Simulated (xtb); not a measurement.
# [AlSi2N2H10]− (SMILES N[SiH2][N]([AlH3-])[SiH3]) at GFN0-xTB

Aim: a geometry optimisation of [AlSi2N2H10]−. 

The calculation is run with xtb 6.7.1.

5 further runs of the same task are left out: 5 set aside as unsound or not needed.

## 1. The system as given

[AlSi2N2H10]−: 15 atoms, total charge -1, spin state singlet. As SMILES, `N[SiH2][N]([AlH3-])[SiH3]`. All atoms were displaced at random from a relaxed shape. The run starts from this shape.

Bond lengths: N1–Si2 1.667 Å, Si2–N3 1.771 Å, N3–Al4 1.941 Å, N3–Si5 1.647 Å, N1–H6 1.143 Å, N1–H7 0.921 Å, Si2–H8 1.409 Å, Si2–H9 1.553 Å, Al4–H10 1.558 Å, Al4–H11 1.610 Å, Al4–H12 1.778 Å, Si5–H13 1.398 Å, Si5–H14 1.570 Å, Si5–H15 1.565 Å. Some angles: N1–Si2–N3 114.0°, Si2–N3–Al4 112.5°, Si2–N3–Si5 128.1°, Al4–N3–Si5 119.4°, N1–Si2–H8 105.4°, N1–Si2–H9 101.7°, N3–Si2–H8 112.2°, N3–Si2–H9 111.1°, Si2–N1–H6 110.1°, Si2–N1–H7 121.5°.

## 2. A structure relaxation at GFN0-xTB

detailed.inp reads:

```
$chrg -1
$spin 0
$end
```

coord reads:

```
$coord
     -3.223249158990      1.011419216422      3.141386223272  n
     -1.658196879837     -1.316553293766      1.707953368698  si
      0.435147234718     -0.277128336176     -0.686745370950  n
      3.745115925567     -1.835623265678     -0.427909583660  al
     -0.100797991488      1.812663093264     -2.929869178142  si
     -4.504615752315      2.026561193310      1.728910431420  h
     -2.395038890351      2.218406189482      4.081827326453  h
     -3.533353216042     -2.953944288970      0.761370655612  h
     -0.186667146591     -2.511275944276      3.949074066198  h
      5.311963444539     -1.268610941984     -2.854488003031  h
      3.300614546533     -4.806971932256      0.052609975310  h
      5.053581191519     -0.591540968792      2.405092233334  h
      1.744614055516      1.997705075387     -4.810373439280  h
     -2.784284677501      1.164071292769     -4.014042850363  h
     -0.787921307663      4.433354180156     -1.743877062327  h
$end
```

Started as:

```console
$ xtb coord -o normal --input detailed.inp --gfn 0 -P 1 > coord.out
```

What values should one expect? Wanted: total energy at the end; HOMO energy; LUMO energy; HOMO–LUMO gap; dispersion energy; mean polarisability.

Computed results:

At GFN0-xTB:

| quantity | value |
| --- | --- |
| total energy at the end | -18.11375 Eh |
| HOMO energy | -12.13 eV |
| LUMO energy | -6.46 eV |
| HOMO–LUMO gap | 5.66 eV |
| dispersion energy | -15.21 kJ/mol |
| mean polarisability (D4 model) | 125.2 bohr³ |

**Reading.** At the final geometry: Bond lengths: N1–Si2 1.758 Å, Si2–N3 1.799 Å, N3–Al4 1.928 Å, N3–Si5 1.757 Å, N1–H6 1.018 Å, N1–H7 1.018 Å, Si2–H8 1.434 Å, Si2–H9 1.459 Å, Al4–H10 1.558 Å, Al4–H11 1.541 Å, Al4–H12 1.540 Å, Si5–H13 1.460 Å, Si5–H14 1.457 Å, Si5–H15 1.458 Å. Some angles: N1–Si2–N3 113.0°, Si2–N3–Al4 108.7°, Si2–N3–Si5 113.5°, Al4–N3–Si5 137.8°, N1–Si2–H8 107.7°, N1–Si2–H9 108.0°, N3–Si2–H8 111.4°, N3–Si2–H9 101.9°, Si2–N1–H6 107.9°, Si2–N1–H7 108.8°. The optimisation took 24 steps and changed the energy by -1.321 eV.
